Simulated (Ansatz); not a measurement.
# AlH6O3P: small, medium and large basis sets

One table from this session's results is given with a row withheld; the runs are named, their logs left out.

The runs use Ansatz 0.2.0, Gaussian basis; one geometry, several basis sets.

Plan: PBE0-D4/def2-SVP; ωB97M-V/def2-SVP; PBE0-D4/def2-QZVPP; ωB97M-V/def2-QZVPP; the functionals' def2-TZVPP values are taken from earlier runs.

### The relaxed structure

An earlier PBE0-D4 in a triple-zeta def2 set relaxation fixed the geometry.

SMILES `[OH][Al-]([OH])([OH])[PH3+]`, 11 atoms, charge 0, spin multiplicity 1.

Atoms are counted from 1 here; the program's logs count them from 0.

Bond lengths: O1–Al2 1.712 Å, O1–H6 0.955 Å, Al2–O3 1.712 Å, Al2–O4 1.712 Å, Al2–P5 2.544 Å, O3–H7 0.955 Å, O4–H8 0.955 Å, P5–H9 1.410 Å, P5–H10 1.410 Å, P5–H11 1.410 Å. Angles: Al2–O1–H6 120.8°, O1–Al2–O3 118.2°, O1–Al2–O4 118.2°, O1–Al2–P5 97.8°, O3–Al2–O4 118.2°, O3–Al2–P5 97.8°, O4–Al2–P5 97.8°, Al2–O3–H7 120.8°, Al2–O4–H8 120.8°, Al2–P5–H9 119.0°, Al2–P5–H10 119.1°, Al2–P5–H11 119.1°, H9–P5–H10 98.4°, H9–P5–H11 98.4°, H10–P5–H11 98.4°.

As a file:

```xyz
11
charge 0, multiplicity 1
O    -1.7450    0.4170    0.9553
Al   -0.2896   -0.4535    0.7212
O     1.0287   -0.1184    1.7608
O    -0.3815   -2.0062    0.0060
P     0.5475    0.8169   -1.3178
H    -1.8426    1.0170    1.6924
H     1.6567   -0.8012    1.9896
H    -1.2275   -2.4060   -0.1876
H     0.8495    2.1881   -1.1931
H     1.7400    0.3996   -1.9429
H    -0.2707    0.8898   -2.4633
```

The first run:

in.yaml reads:

```yaml
crystal:
  periodic: [false, false, false]
  atoms:
    - {symbol: O, position_ang: [-1.745027, 0.416979, 0.955309]}
    - {symbol: Al, position_ang: [-0.289598, -0.453536, 0.721180]}
    - {symbol: O, position_ang: [1.028734, -0.118439, 1.760807]}
    - {symbol: O, position_ang: [-0.381540, -2.006233, 0.005958]}
    - {symbol: P, position_ang: [0.547495, 0.816876, -1.317775]}
    - {symbol: H, position_ang: [-1.842602, 1.016991, 1.692428]}
    - {symbol: H, position_ang: [1.656692, -0.801216, 1.989630]}
    - {symbol: H, position_ang: [-1.227473, -2.406044, -0.187646]}
    - {symbol: H, position_ang: [0.849478, 2.188111, -1.193089]}
    - {symbol: H, position_ang: [1.740008, 0.399620, -1.942864]}
    - {symbol: H, position_ang: [-0.270667, 0.889792, -2.463340]}
basis:
  gaussian: {orbitals: def2-SVP}
hamiltonian: {xc: pbe0, dispersion: d4}
output: {orbitals: {seedname: orbitals}}
```

Run with:

```console
$ ansatz run in.yaml --threads 4 --pin off --events-out ev --progress --plain --max-ram 10444MiB
```

Steps of the session up to this table: PBE0-D4 in def2-SVP; ωB97M-V in def2-SVP; PBE0-D4 in def2-QZVPP; ωB97M-V in def2-QZVPP.

One table of the session follows, with a row left open; its other results are not shown here.

It belongs to the step «Density functionals: the series». 

| functional | basis | HOMO (eV) | LUMO (eV) |
| --- | --- | --- | --- |
| PBE0-D4 | def2-SVP | -7.67 | 0.41 |
| PBE0-D4 | def2-TZVPP | ? | ? |
| PBE0-D4 | def2-QZVPP | -8.04 | -0.14 |
| ωB97M-V | def2-SVP | -10.01 | 2.28 |
| ωB97M-V | def2-TZVPP | -10.31 | 1.76 |
| ωB97M-V | def2-QZVPP | -10.39 | 1.09 |

**Question.** Estimate the row for PBE0-D4, def2-TZVPP.

As computed: HOMO (eV): -7.96; LUMO (eV): 0.04. In the column «HOMO (eV)» it lies between PBE0-D4, def2-QZVPP (-8.04) and PBE0-D4, def2-SVP (-7.67).
